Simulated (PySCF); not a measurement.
**[Eu(NH3)]3+: other functionals and bases at one geometry**

One table from this session's results is given with a row withheld; the runs are named, their logs left out.

Computed with PySCF 2.14.0. Level: several levels, as the steps say, no spin–orbit coupling.

1 further run of the same task is left out (for a known fault of the program).

### The starting structure

5 atoms, charge 3, spin multiplicity 1.

Bond lengths: Eu1–N2 2.355 Å, N2–H3 1.047 Å, N2–H4 1.047 Å, N2–H5 1.047 Å. Angles: Eu1–N2–H3 116.0°, Eu1–N2–H4 116.0°, Eu1–N2–H5 116.0°, H3–N2–H4 102.3°, H3–N2–H5 102.3°, H4–N2–H5 102.3°.

Geometry (Å):

```xyz
5
charge 3, multiplicity 1
Eu    0.00000    0.00000   -0.14664
N     0.00000    0.00000    2.20858
H     0.94141    0.00004    2.66726
H    -0.47074    0.81527    2.66726
H    -0.47068   -0.81531    2.66726
```

Formal oxidation states: Eu +3. Each metal's 6 4f electrons lie in its core potential, so multiplicities, spins and levels count the valence alone. An earlier session relaxed this geometry at PBE0, Eu lcecp-1-SVP with ECP52, N def2-SVP, H def2-SVP (singlet, point group C3v).

At PBE0 on the finer grid: E = -90.450582 Eh, HOMO -27.60 eV, LUMO -20.21 eV, Mulliken charge on Eu1 +2.48 e, largest force component 0.004 eV/Å. 

Levels to run: BP86; B3LYP; PBE0, TZVP. Hardware: 2 threads of Arm Neoverse V1, shared host.

Set-up of the first run:

run.py (the lines that set the calculation)

```python
mol = gto.M(atom='''
Eu     0.00000     0.00000    -0.14664
N      0.00000     0.00000     2.20858
H      0.94141     0.00004     2.66726
H     -0.47074     0.81527     2.66726
H     -0.47068    -0.81531     2.66726''',
    basis={'Eu': 'lcecp-1-SVP', 'N': 'def2-SVP', 'H': 'def2-SVP'},
    ecp={'Eu': 'lcecp-1-SVP'},
    charge=3, spin=0)
mf = dft.RKS(mol, xc='B88,P86')
mf.grids.atom_grid = (75, 302)  # f atoms: unpruned, at least (60, 302)
mf = mf.density_fit()  # fitting sets: Eu AutoAux, N def2-universal-JKFIT, H def2-universal-JKFIT
mf.conv_tol = 1e-08; mf.max_cycle = 55
mf.kernel(dm0)  # dm0: the density of the relaxed state
```

Command:

```console
OMP_NUM_THREADS=2 python run.py
```

Steps of the session up to this table: BP86; B3LYP; PBE0, TZVP.

One table of the session follows, with a row left open; its other results are not shown here.

| level | HOMO (eV) | gap (eV) | charge on Eu1 (e) | dipole (D) | largest force component (eV/Å) |
| --- | --- | --- | --- | --- | --- |
| PBE0 (relaxed here) | -27.60 | 7.39 | 2.48 | 3.68 | 0.00 |
| BP86 | -26.31 | 5.10 | 2.44 | 4.00 | 0.40 |
| B3LYP | ? | ? | ? | ? | ? |
| PBE0, TZVP | -27.52 | 7.37 | 2.56 | 3.75 | 0.33 |

**Question.** Estimate the row for B3LYP.

**Answer.** HOMO (eV): -27.32; gap (eV): 6.71; charge on Eu1 (e): 2.47; dipole (D): 3.72; largest force component (eV/Å): 0.16. In the column «HOMO (eV)» it lies between PBE0, TZVP (-27.52) and BP86 (-26.31).

The dipole of a charged species depends on the origin, so these sizes hold for this origin alone.

In one basis the HOMO–LUMO gap runs from 5.10 eV (BP86) to 7.39 eV (PBE0). The largest leftover force, 0.40 eV/Å with BP86, stands at a geometry relaxed at another level. With 4f in the core, its levels are missing from HOMO and gap, and its count is fixed, so no charge can pass from the ligands into it. Total energies of different levels can't be compared.
